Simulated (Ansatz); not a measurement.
**BiBrO: a line through a two-coordinate scan**

Aim: follow the energy of BiBrO (P4/nmm, No. 129; 6 atoms in the cell) along one coordinate, lattice constant c, with the other held at lattice constant a (and b) = 3.688 Å.

Computed with Ansatz 0.2.0 (DFT LDA, scalar-relativistic, plane waves, PAW, unless a step's input says otherwise).

17 further runs of the same task are left out: 17 set aside as unsound or not needed.

### 1 The system as given

The structure is tetragonal, space group P4/nmm (No. 129). Conventional cell: a = 3.883 Å, b = 3.883 Å, c = 7.887 Å, α = 90.00°, β = 90.00°, γ = 90.00°. Bi (site symmetry 4mm) has 4 O at 2.30 Å and 4 Br at 3.13 Å as nearest neighbours. Br (site symmetry 4mm) is surrounded by 4 Bi at 3.13 Å. Around O (site symmetry -4m2) lie 4 Bi at 2.30 Å.

Structure file:

```
Bi Br O
1.0
     3.88262    0.00000    0.00000
     0.00000    3.88262    0.00000
     0.00000    0.00000    7.88675
Bi Br O
2 2 2
Direct
  0.00000 0.50000 0.15756
  0.50000 0.00000 0.84244
  0.00000 0.50000 0.65172
  0.50000 0.00000 0.34828
  0.00000 0.00000 0.00000
  0.50000 0.50000 0.00000
```

It is the result of an earlier relaxation at this level (volume 19.82 Å³/atom; gap on the mesh: 2.04 eV).

### 2 What is varied

The energy is mapped over the lattice constants a and c of the conventional cell.

First coordinate, lattice constant a (and b): 7 values from 3.688 to 4.077 Å. Second coordinate, lattice constant c: 7 values from 7.492 to 8.281 Å.

Nothing else is relaxed (fractional coordinates fixed). Energies count from the relaxed crystal. Points are written as (first, second).

### 3 The run at (3.688 Å, 7.492 Å)

The input, input.yaml:

```yaml
crystal:
  lattice:
    - [3.6885, 0.0, 0.0]
    - [0.0, 3.6885, 0.0]
    - [0.0, 0.0, 7.4924]
  atoms:
    - { symbol: Bi, position: [0.0, 0.5, 0.157557902] }
    - { symbol: Bi, position: [0.5, 0.0, 0.842442098] }
    - { symbol: Br, position: [0.0, 0.5, 0.6517216503] }
    - { symbol: Br, position: [0.5, 0.0, 0.3482783497] }
    - { symbol: O, position: [0.0, 0.0, 0.0] }
    - { symbol: O, position: [0.5, 0.5, 0.0] }
basis:
  ecutwfc: 520.0
kpoints:
  mp_grid: { grid: [8, 8, 4] }
hamiltonian:
  xc: lda
  pseudopotentials: { kind: paw }
scf:
  occupations: { method: gaussian, width: 0.05 }
output:
  forces: true
  stress: true
  eigenvalues: true
```

Run with:

```bash
$ ansatz run input.yaml --threads 2 --pin off --max-ram 4096MiB --backend cpu --events-out ev --progress --plain --runs-dir out
```

Further runs follow: the other points of the line.

Q: Predict the outcome of this session. Wanted: for each run, lattice constant c; energy; slope; pressure; largest force on an atom.

**Answer**, as computed:

```
lattice constant c (Å)  step  energy (meV/atom)  slope (meV/atom per Å)  pressure (GPa)  band gap on the k-mesh (eV)  largest force on an atom (eV/Å)
                 7.492     3                164                    −256            21.5                         1.95                             2.26
                 7.624     4                134                    −214            18.7                         2.02                             1.86
                 7.755     5                108                    −174            16.2                         2.10                             1.46
                 7.887     –                 88                    −136            13.9                         2.18                             1.07
                 8.018     6                 72                     −99            11.7                         2.27                             0.69
                 8.150     7                 62                     −64             9.6                         2.35                             0.31
                 8.281     8                 55                     −31             7.7                         2.43                             0.17
```

Energies count from the relaxed crystal. Rows without a step come from runs not printed here or follow by symmetry. Slopes come from the forces (and the stress, where the cell changes), not from differences of energies.

**Reading.** Along this line the energy keeps falling to 8.281 Å, the edge of the range. The highest point computed, at 7.492 Å, lies 109 meV/atom above the lowest. This is one cut through a surface in two coordinates; the map's lowest point lies off it. A rigid map gives upper bounds: relaxing the other coordinates can only lower a point. These runs have no spin-orbit coupling; with Bi it would split and shift bands.

The gaps are Kohn-Sham values of a semilocal functional, not quasiparticle or optical gaps. Such gaps usually fall short of the measured ones; spin-orbit coupling, left out here, narrows gaps with Bi, so the two errors partly cancel.
